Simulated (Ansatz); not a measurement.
# Molecular dynamics of Al5HO8

Input file:

```yaml
crystal:
  lattice:
    - [5.570808, 0.0, 0.0]
    - [-2.785404, 4.824461, 0.0]
    - [0.0, 0.0, 8.750307]
  atoms:
    - { symbol: Al, position: [0.20068519, 0.34379831, 0.37955815] }
    - { symbol: Al, position: [0.68110046, 0.83517963, 0.37249901] }
    - { symbol: Al, position: [0.16715349, 0.8292761, 0.37529366] }
    - { symbol: Al, position: [0.81349739, 0.65158721, 0.86356878] }
    - { symbol: Al, position: [0.30977335, 0.13883312, 0.87068381] }
    - { symbol: Al, position: [0.81685404, 0.15494202, 0.86488776] }
    - { symbol: Al, position: [0.68333957, 0.33693632, 0.18341884] }
    - { symbol: Al, position: [0.33454443, 0.66376972, 0.66999592] }
    - { symbol: Al, position: [0.32920348, 0.6720789, 0.04710468] }
    - { symbol: Al, position: [0.67451935, 0.33224021, 0.55124898] }
    - { symbol: H, position: [0.02490085, 0.03605777, 0.09015884] }
    - { symbol: H, position: [0.03449121, 0.0108561, 0.62091567] }
    - { symbol: O, position: [0.0031085, 0.00494132, 0.98119251] }
    - { symbol: O, position: [0.02980087, 0.00645858, 0.50867139] }
    - { symbol: O, position: [0.50933341, 0.04099632, 0.01854775] }
    - { symbol: O, position: [0.973739, 0.49308315, 0.00596622] }
    - { symbol: O, position: [0.5052384, 0.47381359, 0.00935556] }
    - { symbol: O, position: [0.50978209, 0.97776441, 0.51508275] }
    - { symbol: O, position: [0.02334441, 0.5079227, 0.50938012] }
    - { symbol: O, position: [0.49674772, 0.50320987, 0.49884412] }
    - { symbol: O, position: [0.877543, 0.17351519, 0.2692069] }
    - { symbol: O, position: [0.85439806, 0.68471129, 0.26689385] }
    - { symbol: O, position: [0.33524885, 0.17302041, 0.2508891] }
    - { symbol: O, position: [0.14436771, 0.79433628, 0.77038728] }
    - { symbol: O, position: [0.15331423, 0.33407051, 0.7631451] }
    - { symbol: O, position: [0.64551818, 0.80935577, 0.75694133] }
    - { symbol: O, position: [0.35769625, 0.68315241, 0.26027269] }
    - { symbol: O, position: [0.67172961, 0.31422764, 0.7522189] }
basis:
  ecutwfc: 420.0
kpoints:
  mp_grid: { grid: [2, 2, 1] }
hamiltonian:
  xc: pbesol
scf:
  occupations: { method: fermi_dirac, width: 0.05 }
  lower_state_search: "off"
md:
  timestep: 0.75
  n_steps: 360
  ensemble: nvt_nose_hoover
  temperature: 1170.0
  initial_velocities: maxwell_boltzmann
  seed: 549611
  nose_hoover: { tau: 100.0, chain_length: 3 }
```

Run as:

```bash
$ ansatz run input.yaml --threads 1 --pin off --max-ram 3072MiB --backend cpu --events-out ev --progress --plain --runs-dir out
```

It goes on from the last frame of an earlier run, with new velocities.

Output, in part (step lines):

```
md step     0: t =     0.00 fs  T =  1170.0 K  F+E_penalty+E_count = -14287.05549412 eV  E_kin = 4.083323 eV  conserved = -14282.97217075 eV  (8 SCF iters)
md step     1: t =     0.75 fs  T =  1147.6 K  F+E_penalty+E_count = -14286.97372322 eV  E_kin = 4.005317 eV  conserved = -14282.96840704 eV  (8 SCF iters)
md step     2: t =     1.50 fs  T =  1129.7 K  F+E_penalty+E_count = -14286.90887081 eV  E_kin = 3.942802 eV  conserved = -14282.96607904 eV  (8 SCF iters)
md step     3: t =     2.25 fs  T =  1124.9 K  F+E_penalty+E_count = -14286.89427165 eV  E_kin = 3.926002 eV  conserved = -14282.96830442 eV  (8 SCF iters)
md step     4: t =     3.00 fs  T =  1125.3 K  F+E_penalty+E_count = -14286.89895369 eV  E_kin = 3.927394 eV  conserved = -14282.97163442 eV  (8 SCF iters)
md step     5: t =     3.75 fs  T =  1117.6 K  F+E_penalty+E_count = -14286.87274943 eV  E_kin = 3.900437 eV  conserved = -14282.97244511 eV  (6 SCF iters)
md step     6: t =     4.50 fs  T =  1097.1 K  F+E_penalty+E_count = -14286.79954343 eV  E_kin = 3.828765 eV  conserved = -14282.97098865 eV  (4 SCF iters)
md step     7: t =     5.25 fs  T =  1068.7 K  F+E_penalty+E_count = -14286.69834562 eV  E_kin = 3.729706 eV  conserved = -14282.96895128 eV  (4 SCF iters)
[... lines left out ...]
md step   360: t =   270.00 fs  T =  1148.2 K  F+E_penalty+E_count = -14284.89686047 eV  E_kin = 4.007323 eV  conserved = -14282.96474116 eV  (7 SCF iters)
```

The steps, from the saved trajectory:

```json
{"time (fs)": "0.0", "T (K)": "1170", "potential energy less start (eV)": "0.000", "conserved less start (meV/atom)": "0.00"}
{"time (fs)": "9.0", "T (K)": "1006", "potential energy less start (eV)": "0.576", "conserved less start (meV/atom)": "0.03"}
{"time (fs)": "18.0", "T (K)": "912", "potential energy less start (eV)": "0.915", "conserved less start (meV/atom)": "0.15"}
{"time (fs)": "27.0", "T (K)": "979", "potential energy less start (eV)": "0.703", "conserved less start (meV/atom)": "0.13"}
{"time (fs)": "36.0", "T (K)": "684", "potential energy less start (eV)": "1.759", "conserved less start (meV/atom)": "0.17"}
{"time (fs)": "45.0", "T (K)": "942", "potential energy less start (eV)": "0.898", "conserved less start (meV/atom)": "0.09"}
{"time (fs)": "54.0", "T (K)": "1205", "potential energy less start (eV)": "0.054", "conserved less start (meV/atom)": "0.07"}
{"time (fs)": "63.0", "T (K)": "1065", "potential energy less start (eV)": "0.624", "conserved less start (meV/atom)": "-0.01"}
{"time (fs)": "72.0", "T (K)": "864", "potential energy less start (eV)": "1.404", "conserved less start (meV/atom)": "0.20"}
{"time (fs)": "81.0", "T (K)": "960", "potential energy less start (eV)": "1.155", "conserved less start (meV/atom)": "-0.04"}
{"time (fs)": "90.0", "T (K)": "817", "potential energy less start (eV)": "1.756", "conserved less start (meV/atom)": "0.23"}
{"time (fs)": "99.0", "T (K)": "979", "potential energy less start (eV)": "1.300", "conserved less start (meV/atom)": "0.08"}
{"time (fs)": "108.0", "T (K)": "1158", "potential energy less start (eV)": "0.827", "conserved less start (meV/atom)": "0.07"}
{"time (fs)": "117.0", "T (K)": "1024", "potential energy less start (eV)": "1.450", "conserved less start (meV/atom)": "0.15"}
{"time (fs)": "126.0", "T (K)": "1135", "potential energy less start (eV)": "1.199", "conserved less start (meV/atom)": "0.17"}
{"time (fs)": "135.0", "T (K)": "1323", "potential energy less start (eV)": "0.713", "conserved less start (meV/atom)": "0.25"}
{"time (fs)": "144.0", "T (K)": "1026", "potential energy less start (eV)": "1.876", "conserved less start (meV/atom)": "0.11"}
{"time (fs)": "153.0", "T (K)": "996", "potential energy less start (eV)": "2.076", "conserved less start (meV/atom)": "-0.09"}
{"time (fs)": "162.0", "T (K)": "1215", "potential energy less start (eV)": "1.423", "conserved less start (meV/atom)": "0.16"}
{"time (fs)": "171.0", "T (K)": "1132", "potential energy less start (eV)": "1.815", "conserved less start (meV/atom)": "0.25"}
{"time (fs)": "180.0", "T (K)": "1100", "potential energy less start (eV)": "2.004", "conserved less start (meV/atom)": "0.28"}
{"time (fs)": "189.0", "T (K)": "1094", "potential energy less start (eV)": "2.091", "conserved less start (meV/atom)": "0.25"}
{"time (fs)": "198.0", "T (K)": "1298", "potential energy less start (eV)": "1.436", "conserved less start (meV/atom)": "0.16"}
{"time (fs)": "207.0", "T (K)": "1327", "potential energy less start (eV)": "1.384", "conserved less start (meV/atom)": "0.20"}
{"time (fs)": "216.0", "T (K)": "1168", "potential energy less start (eV)": "1.975", "conserved less start (meV/atom)": "0.27"}
{"time (fs)": "225.0", "T (K)": "969", "potential energy less start (eV)": "2.691", "conserved less start (meV/atom)": "0.21"}
{"time (fs)": "234.0", "T (K)": "1289", "potential energy less start (eV)": "1.595", "conserved less start (meV/atom)": "0.02"}
{"time (fs)": "243.0", "T (K)": "1179", "potential energy less start (eV)": "2.013", "conserved less start (meV/atom)": "0.22"}
{"time (fs)": "252.0", "T (K)": "1323", "potential energy less start (eV)": "1.533", "conserved less start (meV/atom)": "0.27"}
{"time (fs)": "261.0", "T (K)": "1311", "potential energy less start (eV)": "1.585", "conserved less start (meV/atom)": "0.16"}
{"time (fs)": "270.0", "T (K)": "1148", "potential energy less start (eV)": "2.159", "conserved less start (meV/atom)": "0.27"}
```

The run went to its last step. The conserved energy stayed within 0.85 meV per atom of its start (net change 0.27 meV per atom), so there is no drift, though single steps change it by up to 25 meV in the whole system, a sign of fast motions only just resolved. A run of 0.27 ps of so small a system gives no equilibrium averages. Limits of this set-up: coarse k mesh.

Mean squared displacements from the first frame to the last, about the centre of mass: Al 0.02 Å², H 0.74 Å², O 0.06 Å².

Last frame:

```xyz
28
Lattice="5.5708 0.0000 0.0000 -2.7854 4.8245 0.0000 0.0000 0.0000 8.7503" Properties=species:S:1:pos:R:3
Al 0.174 1.703 3.267
Al 1.449 4.237 3.417
Al -1.344 4.075 3.208
Al 2.793 3.120 7.639
Al 1.307 0.710 7.737
Al 4.099 0.718 7.581
Al 2.810 1.533 1.382
Al -0.025 3.129 5.685
Al 0.083 3.213 0.430
Al 2.856 1.579 4.876
H 0.103 -0.692 1.179
H 0.735 -0.427 5.305
O -0.188 -0.245 8.851
O 0.311 0.098 4.295
O 2.754 0.086 0.035
O 4.135 2.435 -0.114
O 1.662 2.147 0.038
O -0.038 4.593 4.444
O -1.135 2.618 4.347
O 1.350 2.555 4.616
O 4.055 0.854 2.459
O 2.699 3.211 2.173
O 1.441 0.930 2.440
O -1.438 4.125 6.595
O -0.034 1.536 6.766
O 1.304 3.873 6.725
O 0.017 3.225 2.255
O 2.968 1.535 6.665
```

Run time: 17 min on 1 thread of Arm Neoverse V2, on a shared host, peak memory 0.53 GiB.
